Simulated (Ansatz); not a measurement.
# Zr3MoC (Pm-3m) in Ansatz: settings compared

One crystal, Zr3MoC, is run at these levels: PBE+D4, LDA, PBE, PBEsol, RPBE, revPBE; tasks: relaxation of cell and atoms.

All numbers are computed with Ansatz 0.2.0; they aren't measurements. Logs are shortened: lines on timing, memory, paths and dates and some standing lists are left out, and cuts for length are marked.

**1. Starting point**

The structure is cubic, space group Pm-3m (No. 221). Conventional cell: a = 4.943 Å, b = 4.943 Å, c = 4.943 Å, α = 90.00°, β = 90.00°, γ = 90.00°. Zr (site symmetry 4/mmm) has 2 Mo at 2.47 Å as nearest neighbours. Mo (site symmetry m-3m) is surrounded by 6 Zr at 2.47 Å. C (site symmetry m-3m) is surrounded by 12 Zr at 3.49 Å.

The cell was built by a generator and needn't be a form met in nature.

**2. Relaxation of cell and atoms, PBE+D4**

input.yaml reads:

```yaml
crystal:
  lattice:
    - [4.94251, 0.0, 0.0]
    - [0.0, 4.94251, 0.0]
    - [0.0, 0.0, 4.94251]
  atoms:
    - { symbol: Zr, position: [0.5, 0.0, 0.0] }
    - { symbol: Zr, position: [0.0, 0.5, 0.0] }
    - { symbol: Zr, position: [0.0, 0.0, 0.5] }
    - { symbol: Mo, position: [0.0, 0.0, 0.0] }
    - { symbol: C, position: [0.5, 0.5, 0.5] }
hamiltonian:
  xc: pbe
  pseudopotentials: { kind: paw }
  dispersion: d4
kpoints:
  mp_grid: { grid: [5, 5, 5] }
scf:
  occupations: { method: fermi_dirac, width: 0.05 }
output:
  forces: true
  stress: true
  eigenvalues: true
relax:
  f_tol: 0.01
  max_steps: 40
  cell: { stress_tol: 0.05 }
```

Potentials or basis: Ansatz PAW.

Launch:

```sh
> ansatz run input.yaml --threads 2 --pin off --max-ram 5632MiB --backend cpu --events-out ev --progress --plain --runs-dir out
```

Standard output:

```text
Warning: RAYON_NUM_THREADS=2 ignored (pool sized by the plan → 2); use --threads N
Engine: ansatz 0.2.0, aarch64-unknown-linux-gnu
Pseudopotentials: kind: paw
Pseudopotential: Zr, paw, valence charge 12, recommended cutoff 420 eV (normal), Zr.paw.azcp
Pseudopotential: Mo, paw, valence charge 14, recommended cutoff 420 eV (normal), Mo.paw.azcp
Pseudopotential: C, paw, valence charge 4, recommended cutoff 420 eV (normal), C.paw.azcp
Functional definition: PBE
  parameter kappa = 0.804
  parameter beta = 0.06672455060314922
  exchange = pbe_x(kappa = kappa, mu = beta*pi^2/3)
  correlation = pbe_c(beta = beta)
Crystal: 5 atoms, lattice volume = 120.738 Å³
Basis set: ecut = 420 eV, 2373 PW (Γ), exchange–correlation on 72×72×72 points (8 copies of the dense FFT grid, shifted against one another)
Bands: 33, of which v1, the nominal top of the filled ones, is band 27 counted from 1 (26 counted from 0)
Symmetry: 48 space group operations
Space group: Pm-3m (ITA 221), of the structure as read, at distance tolerance 4.9e-5 Å
k-points: 10 of 125
Non-local potential: Zr, projectors of the file, l = 0: 3, l = 1: 2, l = 2: 2, l = 3: 2
Non-local potential: Mo, projectors of the file, l = 0: 3, l = 1: 2, l = 2: 2, l = 3: 1
Non-local potential: C, projectors of the file, l = 0: 2, l = 1: 2, l = 2: 1
PAW form: soft (Blöchl's): semilocal exchange-correlation on the pseudo side does not see the compensation charge
PAW one-centre angular grid: Zr, 590 points (default); XC on 64 Gauss nodes
PAW one-centre angular grid: Mo, 590 points (default); XC on 64 Gauss nodes
PAW one-centre angular grid: C, 110 points (default); XC on 64 Gauss nodes
Initial density: superposition of atomic densities (neutral atoms: chi_scale 0, normalization atom), corrected by the library's trained network
Initial wavefunctions: pseudopotential atomic-orbital guess
Functional: x = pbe(κ = 0.804, μ = 0.2195149727645171), c = pbe(β = 0.06672455060314922)
SCF iter   1: F=—  HF=-17750.294845 eV  |F-HF|=—  |Δ(HF+E_count)|=         —  Δρ=1.23e-2  dr2=4.65e-1  ethr=1.77e-3  ⟨swp⟩=5.0  Hψ=1160  notcnv=0
preconditioner: auto → Kerker (q_TF=auto, 2.386 Å⁻¹)  [metal: Δε(μ)=0.079 eV  Ē_g=3.527 eV  σ=0.050 eV  W_gap=0.37  n_scr=26 (ndim 8)  ℏωp=15.9 eV  f_vac=0.000  D(μ)=7.38/eV (n_scr^D=80)]
SCF iter   2: F=—  HF=-17750.257153 eV  |F-HF|=—  |Δ(HF+E_count)|=   3.77e-2  Δρ=5.86e-3  dr2=4.50e-2  ethr=8.62e-4  ⟨swp⟩=2.1  Hψ=479  notcnv=0
SCF iter   3: F=—  HF=-17750.253126 eV  |F-HF|=—  |Δ(HF+E_count)|=   4.03e-3  Δρ=2.66e-3  dr2=5.62e-3  ethr=8.32e-5  ⟨swp⟩=2.0  Hψ=478  notcnv=0
SCF iter   4: F=—  HF=-17750.253392 eV  |F-HF|=—  |Δ(HF+E_count)|=   2.66e-4  Δρ=4.04e-4  dr2=2.49e-4  ethr=1.04e-5  ⟨swp⟩=2.0  Hψ=445  notcnv=0
SCF iter   5: F=—  HF=-17750.253418 eV  |F-HF|=—  |Δ(HF+E_count)|=   2.59e-5  Δρ=1.16e-4  dr2=1.96e-5  ethr=4.60e-7  ⟨swp⟩=1.8  Hψ=347  notcnv=0
SCF iter   6: F=—  HF=-17750.253410 eV  |F-HF|=—  |Δ(HF+E_count)|=   7.59e-6  Δρ=2.63e-5  dr2=1.13e-6  ethr=3.63e-8  ⟨swp⟩=2.3  Hψ=404  notcnv=0
SCF iter   7: F=—  HF=-17750.253410 eV  |F-HF|=—  |Δ(HF+E_count)|=   3.36e-7  Δρ=7.80e-6  dr2=1.25e-7  ethr=1.85e-10  ⟨swp⟩=6.5  Hψ=1403  notcnv=0
SCF iter   8: F=-17750.253410 eV  HF=-17750.253410 eV  |F-HF|=6.96e-9  |Δ(HF+E_count)|=   1.94e-9  Δρ=2.68e-6  dr2=1.66e-8  ethr=1.85e-10  ⟨swp⟩=4.1  Hψ=989  notcnv=0
SCF 1 converged in 8 iterations: F = -17750.253410 eV  dr2 = 1.66e-8
relax step   1: F+E_penalty+E_count = -17750.25341044 eV  Δ(F+E_penalty+E_count) = +0.000e0 eV  max|allowed force component| = 1.557e-29 eV/Å  Δτ_max = 0.0000 Å  P = -0.829 GPa  Ω = 120.738 Å³  (8 SCF iters, dr2 threshold 1.00e-7 eV, accepted)
Crystal: 5 atoms, lattice volume = 118.819 Å³
Basis set: ecut = 420 eV, 2325 PW (Γ), exchange–correlation on 72×72×72 points (8 copies of the dense FFT grid, shifted against one another)
Initial density: handed on by an earlier stage of this run
Initial wavefunctions: those handed on with the density
[... 16 lines left out ...]
SCF iter   4: F=—  HF=-17750.257195 eV  |F-HF|=—  |Δ(HF+E_count)|=   4.20e-6  Δρ=1.81e-5  dr2=5.11e-7  ethr=3.45e-8  ⟨swp⟩=2.0  Hψ=445  notcnv=0
iter 5 did not close the SCF: its close was put off for the readings that it lacked (scf_convergence_deferred on its scf_iter line)
SCF iter   5: F=-17750.257195 eV  HF=-17750.257195 eV  |F-HF|=2.61e-8  |Δ(HF+E_count)|=   5.16e-8  Δρ=6.69e-6  dr2=7.04e-8  ethr=9.46e-10  ⟨swp⟩=2.0  Hψ=423  notcnv=0
SCF iter   6: F=-17750.257195 eV  HF=-17750.257195 eV  |F-HF|=3.57e-10  |Δ(HF+E_count)|=   5.70e-9  Δρ=1.61e-6  dr2=3.52e-9  ethr=1.30e-10  ⟨swp⟩=2.0  Hψ=968  notcnv=0
SCF 3 converged in 6 iterations: F = -17750.257195 eV  dr2 = 3.52e-9
relax step   3: F+E_penalty+E_count = -17750.25719481 eV  Δ(F+E_penalty+E_count) = -6.326e-4 eV  max|allowed force component| = 5.759e-30 eV/Å  Δτ_max = 0.0000 Å  P = -0.007 GPa  Ω = 119.473 Å³  energy of the carried Pulay correction = +4.563e-4 eV  (6 SCF iters, dr2 threshold 4.74e-7 eV, accepted)
Initial wavefunctions: pseudopotential atomic-orbital guess (no wavefunctions were taken with the density)
iter 1 solved again at ethr=1.55e-7 eV; its pass at ethr=3.10e-3 eV (dr2=8.38e-5 eV) is discarded
SCF iter   1: F=—  HF=-17750.256742 eV  |F-HF|=—  |Δ(HF+E_count)|=         —  Δρ=1.97e-5  dr2=1.22e-7  ethr=1.55e-7  ⟨swp⟩=3.3  Hψ=2114  notcnv=0
preconditioner: auto → Kerker (q_TF=auto, 2.390 Å⁻¹)  [metal: Δε(μ)=0.042 eV  Ē_g=3.567 eV  σ=0.050 eV  W_gap=0.20  n_scr=26 (ndim 8)  ℏωp=15.9 eV  f_vac=0.000  D(μ)=7.92/eV (n_scr^D=80)]
SCF iter   2: F=—  HF=-17750.256733 eV  |F-HF|=—  |Δ(HF+E_count)|=   9.70e-6  Δρ=1.02e-5  dr2=1.90e-8  ethr=2.25e-10  ⟨swp⟩=2.2  Hψ=615  notcnv=0
SCF iter   3: F=—  HF=-17750.256733 eV  |F-HF|=—  |Δ(HF+E_count)|=   6.84e-8  Δρ=1.64e-6  dr2=1.48e-9  ethr=3.53e-11  ⟨swp⟩=2.0  Hψ=442  notcnv=0
SCF iter   4: F=—  HF=-17750.256733 eV  |F-HF|=—  |Δ(HF+E_count)|=   1.71e-9  Δρ=3.28e-7  dr2=1.74e-10  ethr=2.73e-12  ⟨swp⟩=2.0  Hψ=443  notcnv=0
iter 5 did not close the SCF: its close was put off for the readings that it lacked (scf_convergence_deferred on its scf_iter line)
SCF iter   5: F=-17750.256733 eV  HF=-17750.256733 eV  |F-HF|=7.28e-12  |Δ(HF+E_count)|=  1.09e-11  Δρ=9.82e-8  dr2=1.76e-11  ethr=1.00e-12  ⟨swp⟩=1.0  Hψ=330  notcnv=0
SCF iter   6: F=-17750.256733 eV  HF=-17750.256733 eV  |F-HF|=7.28e-12  |Δ(HF+E_count)|=  3.64e-12  Δρ=2.60e-8  dr2=1.29e-12  ethr=1.00e-12  ⟨swp⟩=2.6  Hψ=1032  notcnv=0
SCF 4 converged in 6 iterations: F = -17750.256733 eV  dr2 = 1.29e-12
relax step   4: F+E_penalty+E_count = -17750.25673275 eV  Δ(F+E_penalty+E_count) = +4.621e-4 eV  max|allowed force component| = 6.626e-30 eV/Å  Δτ_max = 0.0000 Å  P = -0.010 GPa  Ω = 119.473 Å³  stress off target by 9.56e-3 GPa  SCF on the basis re-selected at this cell (its energy is not comparable with the rows above)  (6 SCF iters)
basis re-selected at this cell: Δ(F+E_penalty+E_count) = +4.621e-4 eV, ΔP = -0.003 GPa vs the last step (what re-selecting the basis moved, of the pressure what is left beyond the Pulay correction that the steps carried, after the strain that the cell walked since its last selection, with what the two solves' SCF thresholds leave and, on support functions, any second-order correction that the steps lacked; it is no measure of the basis error at this ecutwfc). This SCF's stress stands 9.56e-3 GPa from its target on what of the cell is left free (relax.cell.stress_tol is 5.00e-2 GPa) and its largest allowed force component is 6.63e-30 eV/Å (relax.f_tol is 1.00e-2 eV/Å): within both
SCF converged after 6 iterations
Free energy (F): -17750.256733 eV
Harris-Foulkes:  -17750.256733 eV  (|F-HF|=7.28e-12)
Internal energy: -17750.194166 eV  (E = F + TS)
E sigma→0 (E₀):  -17750.225450 eV
Entropy (-TS):   -0.062566 eV (-12.513 meV/atom)
Fermi energy:    10.552273 eV
--- Per-component energies (eV) ---
  E_band       = -592.903270
  E_kinetic    = 1521.002943
  E_local      = -4495.343327  (includes V_loc(G=0)·N_el)
  E_nonlocal   = 420.662813
  E_hartree    = 1604.377334
  E_xc         = -710.593637
  E_vxc        = -853.495154  (∫ρ·V_xc dr)
  E_paw        = -12164.371699  (= ΣΔE_a)
  E_vpaw       = -394.485356  (= ΣTr[D̂ρ^β])
  E_aug_tail   = 0.000128  (compensation charges beyond the density's cutoff)
  E_ewald      = -3924.742830
  E_disp       = -1.185890  (pairwise vdW)
  E_smearing   = -0.062566  (= −TS)
  E_closure    = 0.000000  (closes the sum)
  Σ components = -17750.256733   (vs F -17750.256733, Δ=0.00e0)
--- Forces (eV/Å), atoms counted from 1 ---
  atom   1  Zr    -0.00000000    -0.00000000     0.00000000
  atom   2  Zr    -0.00000000    -0.00000000    -0.00000000
  atom   3  Zr     0.00000000     0.00000000    -0.00000000
  atom   4  Mo     0.00000000    -0.00000000    -0.00000000
  atom   5  C     -0.00000000     0.00000000     0.00000000
  max |Σ_I F_I| component: 3.68e-30 eV/Å
--- Stress (GPa, compression-positive) ---
       -0.009564      -0.000000       0.000000
       -0.000000      -0.009564      -0.000000
        0.000000      -0.000000      -0.009564
  P = ⅓ Tr σ = -0.0096 GPa (-0.096 kbar)
--- Band table (eV; the first three rows and the last of 10) ---
  k-point 0: bands = ["-49.2041", "-38.5889", "-38.5659", "-38.5659", "-23.8022", "-23.8022", "-23.8022", "-16.6544", "-16.6544", "-16.6544", "-16.6131", "-16.6131", "-16.6131", "-16.2813", "-16.2813", "-16.2813", "2.0839", "6.7405", "6.7405", "6.7405", "6.7860", "7.4808", "7.4808", "9.6854", "9.6854", "10.0892", "10.1171", "10.1171", "10.1171", "12.3466", "12.3466", "12.3466", "14.2520"]
  k-point 1: bands = ["-49.2033", "-38.5896", "-38.5721", "-38.5658", "-23.8011", "-23.8011", "-23.7207", "-16.6574", "-16.6518", "-16.6518", "-16.6183", "-16.6183", "-16.6144", "-16.4330", "-16.2835", "-16.2835", "2.1573", "6.7733", "6.8363", "6.9966", "6.9966", "7.5074", "8.0220", "9.0325", "9.9418", "10.0188", "10.0188", "10.1820", "11.0361", "12.1862", "12.4820", "12.4820", "12.9899"]
  k-point 2: bands = ["-49.2022", "-38.5926", "-38.5802", "-38.5658", "-23.7993", "-23.7993", "-23.5832", "-16.7036", "-16.6444", "-16.6444", "-16.6400", "-16.6300", "-16.6300", "-16.6165", "-16.2869", "-16.2869", "2.2829", "6.7038", "6.8285", "7.5140", "7.5140", "7.5471", "8.5372", "9.6392", "10.0877", "10.0877", "10.5652", "10.7386", "11.0994", "11.0994", "11.4842", "11.9405", "12.7904"]
  k-point 9: bands = ["-49.1985", "-38.5930", "-38.5908", "-38.5908", "-23.5781", "-23.5775", "-23.5775", "-16.8294", "-16.7594", "-16.7577", "-16.7577", "-16.6288", "-16.6288", "-16.5253", "-16.5253", "-16.5234", "2.3697", "8.2111", "8.5238", "8.5238", "8.6976", "8.7303", "8.7303", "10.2530", "10.2575", "10.2575", "10.4910", "10.4910", "10.9513", "11.1175", "11.5083", "11.5083", "11.6615"]
--- Relaxed structure (3 steps of the walk, 3 accepted, 1 SCFs on fresh bases) ---
  F+E_penalty+E_count = -17750.25673275 eV   max|allowed force component| = 6.626e-30 eV/Å   (the final SCF, on the basis selected at the relaxed cell)
  cell:  # Å, volume = 119.4725 Å³
    - [4.925186676383385, -9.629649721936178e-35, -3.209883240645393e-35]
    - [-2.8888949165808534e-34, 4.925186676383385, 0.0]
    - [-3.209883240645393e-35, 0.0, 4.925186676383385]
  atoms:
    - { symbol: Zr, position: [0.5, -2.4861526391406287e-37, 2.2324635943515653e-37] }
    - { symbol: Zr, position: [-3.2472197736022476e-37, 0.5, 2.2324635943958618e-37] }
    - { symbol: Zr, position: [1.8265611227029622e-37, 1.0654939882221054e-37, 0.5] }
    - { symbol: Mo, position: [-2.0295123768858868e-38, -1.471396459904669e-37, 1.2177074150270188e-37] }
    - { symbol: C, position: [0.5, 0.5, 0.5] }
```

Run time: 6.5 s. Hardware: 2 threads of Arm Neoverse V2, shared host; peak memory 0.41 GiB.

Results:

```yaml
Free_energy: -17750.2567 eV
Relaxed_volume: 23.89 Å³/atom
Relaxed_cell: a = 4.925 Å, b = 4.925 Å, c = 4.925 Å, α = 90.00°, β = 90.00°, γ = 90.00°
Space_group_after_relaxing_to_0.05_Å: Pm-3m (No. 221)
Energy_gained_by_relaxing: 0.7 meV/atom
Ionic_steps: 4
Pressure_after_relaxing: 0.0 GPa
Band_gap_on_the_k_mesh: none (metal or under the smearing width)
```

The path:
| step | energy change (eV) | largest force (eV/Å) | volume (Å³) |
| --- | --- | --- | --- |
| 1 | 0.0000 | 0.0000 | 120.74 |
| 2 | -0.0032 | 0.0000 | 118.82 |
| 3 | -0.0038 | 0.0000 | 119.47 |
| 4 | -0.0033 | 0.0000 | 119.47 |

Final structure:
```yaml
crystal:
  lattice:
    - [4.92519, 0.00000, 0.00000]
    - [0.00000, 4.92519, 0.00000]
    - [0.00000, 0.00000, 4.92519]
  atoms:
    - { symbol: Zr, position: [0.50000, 0.00000, 0.00000] }
    - { symbol: Zr, position: [0.00000, 0.50000, 0.00000] }
    - { symbol: Zr, position: [0.00000, 0.00000, 0.50000] }
    - { symbol: Mo, position: [0.00000, 0.00000, 0.00000] }
    - { symbol: C, position: [0.50000, 0.50000, 0.50000] }
```

Caveat: the plane-wave basis is chosen anew once the cell has moved, so the energies of steps on either side of that aren't comparable; pairwise dispersion overbinds metals, which lowers pressure and volume.

**3. Relaxation of cell and atoms, LDA**

Changes to input.yaml since step 2:

```diff
@@ -12,5 +12,4 @@
 hamiltonian:
-  xc: pbe
+  xc: lda
   pseudopotentials: { kind: paw }
-  dispersion: d4
 kpoints:
```

Potentials or basis: Ansatz PAW.

Launch:

```sh
> ansatz run input.yaml --threads 2 --pin off --max-ram 5632MiB --backend cpu --events-out ev --progress --plain --runs-dir out
```

Standard output:

```text
Warning: RAYON_NUM_THREADS=2 ignored (pool sized by the plan → 2); use --threads N
[... 5 set-up lines as earlier in the session ...]
Functional definition: SPW92
  exchange = slater_x
  correlation = pw_c
Crystal: 5 atoms, lattice volume = 120.738 Å³
[... 121 lines left out ...]
  k-point 2: bands = ["-48.7271", "-37.9739", "-37.9559", "-37.9393", "-23.4600", "-23.4600", "-23.1876", "-16.2134", "-16.0429", "-16.0429", "-16.0424", "-16.0250", "-16.0250", "-16.0087", "-15.7016", "-15.7016", "2.7972", "6.9529", "7.0574", "7.7004", "7.7004", "7.7857", "8.7992", "10.1293", "10.4168", "10.4168", "10.9260", "11.2246", "11.5173", "11.5173", "11.9460", "12.3311", "13.2779"]
  k-point 9: bands = ["-48.7221", "-37.9745", "-37.9720", "-37.9720", "-23.1810", "-23.1803", "-23.1803", "-16.3567", "-16.1832", "-16.1811", "-16.1811", "-16.1354", "-16.1354", "-15.8987", "-15.8987", "-15.8962", "2.8924", "8.5170", "8.8137", "8.8137", "9.0096", "9.0807", "9.0807", "10.6146", "10.6146", "10.6734", "10.8913", "10.8913", "11.4891", "11.5056", "11.9010", "11.9010", "12.1428"]
--- Relaxed structure (4 steps of the walk, 4 accepted, 1 SCFs on fresh bases) ---
  F+E_penalty+E_count = -17308.41941336 eV   max|allowed force component| = 8.756e-30 eV/Å   (the final SCF, on the basis selected at the relaxed cell)
  cell:  # Å, volume = 113.8292 Å³
    - [4.8463841291723915, -1.2852071568990338e-34, 1.2839532962581572e-34]
    - [-1.2852071568990338e-34, 4.8463841291723915, 0.0]
    - [1.2839532962581572e-34, -4.012354050806741e-36, 4.8463841291723915]
  atoms:
    - { symbol: Zr, position: [0.5, 8.11804943320085e-38, 6.494439547220077e-37] }
    - { symbol: Zr, position: [-2.4354148302032487e-35, 0.5, 6.49443954717575e-37] }
    - { symbol: Zr, position: [-2.1918733471831614e-35, 5.3579126264608035e-36, 0.5] }
    - { symbol: Mo, position: [-1.5830196396327448e-35, -7.30624449066713e-37, -5.682634603795853e-37] }
    - { symbol: C, position: [0.5, 0.5, 0.5] }
```

Run time: 7.8 s. Hardware: 2 threads of Arm Neoverse V2, shared host; peak memory 0.4 GiB.

What came out:

- Free energy: -17308.4194 eV
- Relaxed volume: 22.77 Å³/atom
- Relaxed cell: a = 4.846 Å, b = 4.846 Å, c = 4.846 Å, α = 90.00°, β = 90.00°, γ = 90.00°
- Space group after relaxing (to 0.05 Å): Pm-3m (No. 221)
- Energy gained by relaxing: 20.9 meV/atom
- Ionic steps: 5
- Pressure after relaxing: 0.0 GPa
- Band gap on the k mesh: none (metal or under the smearing width)

Step by step:
```tsv
step	energy change (eV)	largest force (eV/Å)	volume (Å³)
1	0.0000	0.0000	120.74
2	-0.0779	0.0000	110.31
3	-0.1064	0.0000	114.03
4	-0.1066	0.0000	113.83
5	-0.1044	0.0000	113.83
```

Final structure:
```
Zr Mo C
1.0
     4.84638    0.00000    0.00000
     0.00000    4.84638    0.00000
     0.00000    0.00000    4.84638
Zr Mo C
3 1 1
Direct
  0.50000 0.00000 0.00000
  0.00000 0.50000 0.00000
  0.00000 0.00000 0.50000
  0.00000 0.00000 0.00000
  0.50000 0.50000 0.50000
```

Caveat: the plane-wave basis is chosen anew once the cell has moved, so the energies of steps on either side of that aren't comparable; the PAW data sets come from PBE, with cores solved anew for the run's functional, which leaves a small shift of forces and pressure.

**4. Relaxation of cell and atoms, PBE**

Changes to input.yaml since step 3:

```diff
@@ -12,3 +12,3 @@
 hamiltonian:
-  xc: lda
+  xc: pbe
   pseudopotentials: { kind: paw }
```

Launch:

```sh
> ansatz run input.yaml --threads 2 --pin off --max-ram 5632MiB --backend cpu --events-out ev --progress --plain --runs-dir out
```

Wall time 6.6 s (2 threads of Arm Neoverse V2, shared host); peak memory 0.41 GiB.

It converged, with:

```
Free energy                            : -17749.0833 eV
Relaxed volume                         : 24.39 Å³/atom
Relaxed cell                           : a = 4.959 Å, b = 4.959 Å, c = 4.959 Å, α = 90.00°, β = 90.00°, γ = 90.00°
Space group after relaxing (to 0.05 Å) : Pm-3m (No. 221)
Energy gained by relaxing              : 0.6 meV/atom
Ionic steps                            : 4
Pressure after relaxing                : 0.0 GPa
Band gap on the k mesh                 : none (metal or under the smearing width)
```

Step by step:
| step | energy change (eV) | largest force (eV/Å) | volume (Å³) |
| --- | --- | --- | --- |
| 1 | 0.0000 | 0.0000 | 120.74 |
| 2 | -0.0016 | 0.0000 | 122.56 |
| 3 | -0.0025 | 0.0000 | 121.97 |
| 4 | -0.0030 | 0.0000 | 121.97 |

Final structure:
```
CELL_PARAMETERS angstrom
4.95922 0.00000 0.00000
0.00000 4.95922 0.00000
0.00000 0.00000 4.95922
ATOMIC_POSITIONS crystal
Zr 0.50000 0.00000 0.00000
Zr 0.00000 0.50000 0.00000
Zr 0.00000 0.00000 0.50000
Mo 0.00000 0.00000 0.00000
C 0.50000 0.50000 0.50000
```

Levels at points of the mesh, in eV from the Fermi level:
```
           k point  band 24  band 25  band 26  band 27  band 28  band 29  band 30  band 31
(0.00, 0.00, 0.00)    -0.83    -0.83    -0.48    -0.42    -0.42    -0.42     1.76     1.76
```

Caveat: the plane-wave basis is chosen anew once the cell has moved, so the energies of steps on either side of that aren't comparable.

(Continued in part 2 of 2.)
